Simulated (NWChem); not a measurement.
# the pair CClF3···SiH2SO: a chain of runs

We compute the energy (singlet CH2ClF3OSSi, TPSS-D3(BJ)/3-21G), then a single-point energy (singlet CClF3, TPSS-D3(BJ)/3-21G), then the energy (singlet SiH2SO, TPSS-D3(BJ)/3-21G), then a single-point energy (singlet CClF3, TPSS-D3(BJ)/3-21G), then a single-point energy (singlet SiH2SO, TPSS-D3(BJ)/3-21G) of CH2ClF3OSSi and its partners. 

Program for the calculation: NWChem 7.3.0.

**1. The molecule**

The species is CH2ClF3OSSi (10 atoms), meant as a singlet with charge 0. The two molecules were placed rigidly side by side, at 0.85 times their contact distance; the pair isn't optimised.

Bond lengths: F1–C2 1.322 Å, C2–F3 1.322 Å, C2–F4 1.322 Å, C2–Cl5 1.756 Å, O6–Si7 1.646 Å, Si7–S8 2.176 Å, O6–H9 0.960 Å, S8–H10 1.346 Å. Angles: F1–C2–F3 108.7°, F1–C2–F4 108.7°, F1–C2–Cl5 110.2°, F3–C2–F4 108.7°, F3–C2–Cl5 110.2°, F4–C2–Cl5 110.2°, O6–Si7–S8 104.3°, Si7–O6–H9 123.1°, Si7–S8–H10 99.8°.

**2. The energy at TPSS-D3(BJ)/3-21G (run 1)**

The input, geom.nw:

```
start geom
memory total 2200 mb
geometry noautosym nocenter noautoz
F        0.203720       0.033840       1.334380
C       -0.012180      -0.067760       0.034380
F       -1.259580      -0.459860      -0.158820
F        0.801720      -0.984260      -0.460220
Cl       0.266320       1.478040      -0.749720
O        1.077000      -3.957410       2.737690
Si      -0.044400      -2.890410       2.177360
S       -0.501540      -1.639500       3.898160
H        1.399270      -3.952530       3.642380
H        0.311190      -2.201210       4.812230
end
basis spherical bse
F library 3-21G
C library 3-21G
Cl library 3-21G
O library 3-21G
Si library 3-21G
S library 3-21G
H library 3-21G
end
dft
xc xtpss03 ctpss03
disp vdw 4
grid fine
convergence energy 1e-08
maxiter 100
mulliken
print low
end
task dft energy
```

Launch:

```bash
$ nwchem geom.nw > geom.out
```

Standard output:

```text
[...]
 d= 0,ls=0.0,diis     1  -1553.7116479893 -2.18D+03  3.47D-02  2.63D+00     1.6
[...]
 d= 0,ls=0.0,diis    12  -1554.0599712714 -6.59D-11  1.22D-07  2.44D-10    15.6
         Total DFT energy =    -1554.059971271433
      One electron energy =    -3403.625290240584
           Coulomb energy =     1341.682647630419
    Exchange-Corr. energy =     -120.878320939735
 Nuclear repulsion energy =      628.772827995845
    Dispersion correction =       -0.011835717378
[...]
      Total Density - Mulliken Population Analysis
     ---------------------------------------------
    Atom       Charge   Shell Charges
 -----------   ------   -------------------------------------------------------
    1 F    9     9.23   1.98  0.46  2.48  1.56  2.75
    2 C    6     5.40   1.98  0.44  1.52  0.60  0.86
    3 F    9     9.23   1.98  0.46  2.48  1.56  2.75
    4 F    9     9.23   1.98  0.46  2.48  1.56  2.75
    5 Cl  17    16.85   2.00  1.96  5.89  1.19  3.12  0.78  1.92
    6 O    8     8.67   1.98  0.43  2.13  1.47  2.65
    7 Si  14    13.41   2.00  1.98  5.84  0.87  1.19  0.97  0.57
    8 S   16    16.41   2.00  1.96  5.87  1.03  2.50  0.99  2.06
    9 H    1     0.63   0.44  0.19
   10 H    1     0.94   0.45  0.48
[...]
```

Wall time 16 s (1 thread of Intel Xeon Platinum 8488C (Sapphire Rapids), shared host); peak memory 0.12 GiB.

**3. CClF3: a single-point energy at TPSS-D3(BJ)/3-21G (run 2)**

The input, m1.nw:

```
START m1
TITLE "CClF3 energy"
memory 2200 mb

GEOMETRY units atomic noautosym nocenter noautoz
  F      0.38497501     0.06394833     2.52161275
  C     -0.02301686    -0.12804784     0.06496878
  F     -2.38026123    -0.86900946    -0.30012630
  F      1.51503123    -1.85998184    -0.86968976
  Cl     0.50327186     2.79309080    -1.41676547
END

BASIS spherical bse
  * library 3-21G
END

DFT
  xc xtpss03 ctpss03
  disp vdw 4
  grid fine
  convergence energy 1e-08
  maxiter 100
  mulliken
  noprint "final vectors analysis"
END

TASK dft energy
```

Launch:

```bash
$ nwchem m1.nw > m1.out
```

Standard output:

```text
[...]
          Wavefunction type:  closed shell.
          No. of atoms     :     5
          No. of electrons :    50
[...]
          Charge           :     0
          Spin multiplicity:     1
[...]
          AO basis - number of functions:    49
[...]
              XC Information
              --------------
                  TPSS metaGGA Exchange Functional  1.000
             TPSS03 metaGGA Correlation Functional  1.000
[...]
 d= 0,ls=0.0,diis     1   -793.5374093763 -1.04D+03  5.02D-02  2.01D+00     0.5
[...]
 d= 0,ls=0.0,diis     8   -793.7999644217  1.57D-09  3.80D-06  2.99D-08     2.8
         Total DFT energy =     -793.799964421693
      One electron energy =    -1598.686104225845
           Coulomb energy =      618.662618333823
    Exchange-Corr. energy =      -65.001674893308
 Nuclear repulsion energy =      251.228625136890
    Dispersion correction =       -0.003428773252
[...]
      Total Density - Mulliken Population Analysis
     ---------------------------------------------
    Atom       Charge   Shell Charges
 -----------   ------   -------------------------------------------------------
    1 F    9     9.24   1.98  0.46  2.48  1.56  2.76
    2 C    6     5.41   1.98  0.44  1.52  0.60  0.87
    3 F    9     9.24   1.98  0.46  2.48  1.56  2.76
    4 F    9     9.24   1.98  0.46  2.48  1.56  2.76
    5 Cl  17    16.87   2.00  1.96  5.89  1.19  3.12  0.78  1.93
[...]
```

Wall time 3.6 s (1 thread of Intel Xeon Platinum 8488C (Sapphire Rapids), shared host); peak memory 0.12 GiB.

**4. SiH2SO: a single-point energy at TPSS-D3(BJ)/3-21G (run 3)**

The input, h2ossi.nw:

```
start h2ossi
memory total 2200 mb

geometry units atomic noautosym nocenter noautoz
  O    2.03523504  -7.47842106   5.17348431
  Si  -0.08390384  -5.46208329   4.11461407
  S   -0.94777324  -3.09820598   7.36645479
  H    2.64423707  -7.46919920   6.88310064
  H    0.58806387  -4.15968404   9.09379675
end

basis spherical bse
  O library 3-21G
  Si library 3-21G
  S library 3-21G
  H library 3-21G
end

dft
  xc xtpss03 ctpss03
  disp vdw 4
  grid fine
  convergence energy 1e-08
  maxiter 100
  mulliken
  noprint "final vectors analysis"
end

task dft energy
```

Launch:

```bash
$ nwchem h2ossi.nw > h2ossi.out
```

Standard output:

```text
[...]
          Wavefunction type:  closed shell.
          No. of atoms     :     5
          No. of electrons :    40
[...]
          Charge           :     0
          Spin multiplicity:     1
[...]
          AO basis - number of functions:    39
[...]
              XC Information
              --------------
                  TPSS metaGGA Exchange Functional  1.000
             TPSS03 metaGGA Correlation Functional  1.000
[...]
 d= 0,ls=0.0,diis     1   -760.1701192153 -8.94D+02  4.37D-02  6.00D-01     0.5
[...]
 d= 0,ls=0.0,diis    11   -760.2522306491 -6.27D-09  8.63D-07  4.71D-10     3.6
         Total DFT energy =     -760.252230649087
      One electron energy =    -1317.629152504981
           Coulomb energy =      479.332723165616
    Exchange-Corr. energy =      -55.882287752598
 Nuclear repulsion energy =      133.931622436453
    Dispersion correction =       -0.005135993576
[...]
      Total Density - Mulliken Population Analysis
     ---------------------------------------------
    Atom       Charge   Shell Charges
 -----------   ------   -------------------------------------------------------
    1 O    8     8.67   1.98  0.43  2.13  1.47  2.65
    2 Si  14    13.36   2.00  1.98  5.84  0.86  1.19  0.97  0.53
    3 S   16    16.41   2.00  1.96  5.87  1.03  2.50  0.99  2.05
    4 H    1     0.63   0.44  0.19
    5 H    1     0.94   0.45  0.48
[...]
```

Wall time 4.5 s (1 thread of Intel Xeon Platinum 8488C (Sapphire Rapids), shared host); peak memory 0.12 GiB.

**5. CClF3 among ghost functions: the energy at TPSS-D3(BJ)/3-21G (with ghost functions) (run 4)**

The input, cclf3.nw:

```
echo
start cclf3
title "CClF3 energy"
memory stack 880 mb heap 220 mb global 1100 mb

geometry units angstrom noautosym nocenter noautoz
F      0.203720     0.033840     1.334380
C     -0.012180    -0.067760     0.034380
F     -1.259580    -0.459860    -0.158820
F      0.801720    -0.984260    -0.460220
Cl     0.266320     1.478040    -0.749720
bqO      1.077000    -3.957410     2.737690
bqSi    -0.044400    -2.890410     2.177360
bqS     -0.501540    -1.639500     3.898160
bqH      1.399270    -3.952530     3.642380
bqH      0.311190    -2.201210     4.812230
end

basis spherical bse
F library 3-21G
C library 3-21G
Cl library 3-21G
bqO library O 3-21G
bqSi library Si 3-21G
bqS library S 3-21G
bqH library H 3-21G
end

dft
xc xtpss03 ctpss03
disp vdw 4
grid fine
convergence energy 1e-08
maxiter 100
mulliken
noprint "final vectors analysis"
end

task dft energy
```

Launch:

```bash
$ nwchem cclf3.nw > cclf3.out
```

Standard output:

```text
[...]
          Wavefunction type:  closed shell.
          No. of atoms     :    10
          No. of electrons :    50
[...]
          Charge           :     0
          Spin multiplicity:     1
[...]
          AO basis - number of functions:    88
[...]
              XC Information
              --------------
                  TPSS metaGGA Exchange Functional  1.000
             TPSS03 metaGGA Correlation Functional  1.000
[...]
 d= 0,ls=0.0,diis     1   -793.5455612920 -1.04D+03  2.81D-02  2.01D+00     1.4
[...]
 d= 0,ls=0.0,diis    10   -793.8093139133 -7.83D-10  1.31D-07  7.24D-11    11.9
         Total DFT energy =     -793.809313913267
      One electron energy =    -1598.465104937250
           Coulomb energy =      618.412659817188
    Exchange-Corr. energy =      -64.982083394272
 Nuclear repulsion energy =      251.228643374385
    Dispersion correction =       -0.003428773317
[...]
      Total Density - Mulliken Population Analysis
     ---------------------------------------------
    Atom       Charge   Shell Charges
 -----------   ------   -------------------------------------------------------
    1 F    9     9.22   1.98  0.46  2.48  1.56  2.75
    2 C    6     5.40   1.98  0.44  1.52  0.60  0.86
    3 F    9     9.24   1.98  0.46  2.48  1.56  2.76
    4 F    9     9.23   1.98  0.46  2.48  1.56  2.75
    5 Cl  17    16.85   2.00  1.96  5.89  1.19  3.12  0.78  1.92
    6 X    0    -0.00  -0.00  0.00 -0.00 -0.00 -0.00
    7 X    0     0.05  -0.00 -0.00 -0.00 -0.00 -0.00  0.02  0.04
    8 X    0     0.00   0.00  0.00 -0.00 -0.00 -0.00 -0.00  0.00
    9 X    0    -0.00  -0.00 -0.00
   10 X    0     0.00   0.00  0.00
[...]
```

Wall time 13 s (1 thread of Intel Xeon Platinum 8488C (Sapphire Rapids), shared host); peak memory 0.12 GiB.

**6. SiH2SO among ghost functions: the energy at TPSS-D3(BJ)/3-21G (with ghost functions) (run 5)**

The input, h2ossi.nw:

```
start h2ossi
memory stack 880 mb heap 220 mb global 1100 mb
charge 0
geometry noautosym nocenter noautoz
   O        1.077000      -3.957410       2.737690
   Si      -0.044400      -2.890410       2.177360
   S       -0.501540      -1.639500       3.898160
   H        1.399270      -3.952530       3.642380
   H        0.311190      -2.201210       4.812230
   bqF      0.203720     0.033840     1.334380
   bqC     -0.012180    -0.067760     0.034380
   bqF     -1.259580    -0.459860    -0.158820
   bqF      0.801720    -0.984260    -0.460220
   bqCl     0.266320     1.478040    -0.749720
end
basis spherical bse
   O library 3-21G
   Si library 3-21G
   S library 3-21G
   H library 3-21G
   bqF library F 3-21G
   bqC library C 3-21G
   bqCl library Cl 3-21G
end
dft
   xc xtpss03 ctpss03
   disp vdw 4
   grid fine
   convergence energy 1e-08
   maxiter 100
   mulliken
   noprint "final vectors analysis"
end
task dft energy
```

Launch:

```bash
$ nwchem h2ossi.nw > h2ossi.out
```

Standard output:

```text
[...]
          Wavefunction type:  closed shell.
          No. of atoms     :    10
          No. of electrons :    40
[...]
          Charge           :     0
          Spin multiplicity:     1
[...]
          AO basis - number of functions:    88
[...]
              XC Information
              --------------
                  TPSS metaGGA Exchange Functional  1.000
             TPSS03 metaGGA Correlation Functional  1.000
[...]
 d= 0,ls=0.0,diis     1   -760.1717420219 -8.94D+02  1.94D-02  6.00D-01     1.4
[...]
 d= 0,ls=0.0,diis    11   -760.2537670008 -6.28D-09  3.85D-07  4.78D-10    12.8
         Total DFT energy =     -760.253767000811
      One electron energy =    -1317.617011617775
           Coulomb energy =      479.316896221232
    Exchange-Corr. energy =      -55.880147764422
 Nuclear repulsion energy =      133.931632153879
    Dispersion correction =       -0.005135993725
[...]
      Total Density - Mulliken Population Analysis
     ---------------------------------------------
    Atom       Charge   Shell Charges
 -----------   ------   -------------------------------------------------------
    1 O    8     8.67   1.98  0.43  2.13  1.47  2.65
    2 Si  14    13.37   2.00  1.98  5.84  0.86  1.19  0.97  0.53
    3 S   16    16.41   2.00  1.96  5.87  1.03  2.50  0.99  2.05
    4 H    1     0.63   0.44  0.19
    5 H    1     0.93   0.45  0.48
    6 X    0    -0.00  -0.00 -0.00  0.00  0.00 -0.00
    7 X    0    -0.00   0.00  0.00  0.00 -0.00 -0.00
    8 X    0     0.00  -0.00 -0.00  0.00  0.00  0.00
    9 X    0     0.00  -0.00 -0.00  0.00  0.00 -0.00
   10 X    0    -0.00   0.00  0.00 -0.00  0.00 -0.00 -0.00 -0.00
[...]
```

Run time: 14 s. Hardware: 1 thread of Intel Xeon Platinum 8488C (Sapphire Rapids), shared host; peak memory 0.12 GiB.

**7. Results**

```
                                                                                                                   quantity           value
                                                                                     run 1, TPSS-D3(BJ)/3-21G: total energy  -1554.05997 Eh
                                                                                run 1, TPSS-D3(BJ)/3-21G: dispersion energy   -31.07 kJ/mol
                                                                                                        CClF3: total energy   -793.79996 Eh
                                                                                                       CClF3: dipole moment          0.28 D
                                                                                                   CClF3: dispersion energy    -9.00 kJ/mol
                                                                                                       SiH2SO: total energy   -760.25223 Eh
                                                                                                      SiH2SO: dipole moment          3.02 D
                                                                                                  SiH2SO: dispersion energy   -13.48 kJ/mol
                                                                                  CClF3 among ghost functions: total energy   -793.80931 Eh
                                                                                 CClF3 among ghost functions: dipole moment          0.14 D
                                                                             CClF3 among ghost functions: dispersion energy    -9.00 kJ/mol
                                                                                 SiH2SO among ghost functions: total energy   -760.25377 Eh
                                                                                SiH2SO among ghost functions: dipole moment          3.01 D
                                                                            SiH2SO among ghost functions: dispersion energy   -13.48 kJ/mol
              interaction energy of the rigid parts CClF3 and SiH2SO (parts in their own basis; closest atoms 3.05 Å apart)       -0.212 eV
interaction energy of the rigid parts CClF3 and SiH2SO (parts in the whole basis, counterpoise; closest atoms 3.05 Å apart)        0.085 eV
```

In words: The interaction energy of the rigid parts CClF3 and SiH2SO (parts in their own basis; closest atoms 3.05 Å apart) is −0.21 eV (−4.9 kcal/mol). Without counterpoise this holds the superposition error of the basis. The interaction energy of the rigid parts CClF3 and SiH2SO (parts in the whole basis, counterpoise; closest atoms 3.05 Å apart) is 0.08 eV (8.2 kJ/mol): the parts repel at this shape. The basis-set superposition error is 28.6 kJ/mol. It is larger than the uncorrected attraction, which is thus an artefact of the basis. Mulliken charges (run 1, TPSS-D3(BJ)/3-21G) run from -0.67 on O6 to +0.60 on C2. Mulliken charges (CClF3) run from -0.24 on F1 to +0.59 on C2; they depend strongly on the basis. Mulliken charges (SiH2SO) run from -0.67 on O1 to +0.64 on Si2; they depend strongly on the basis.
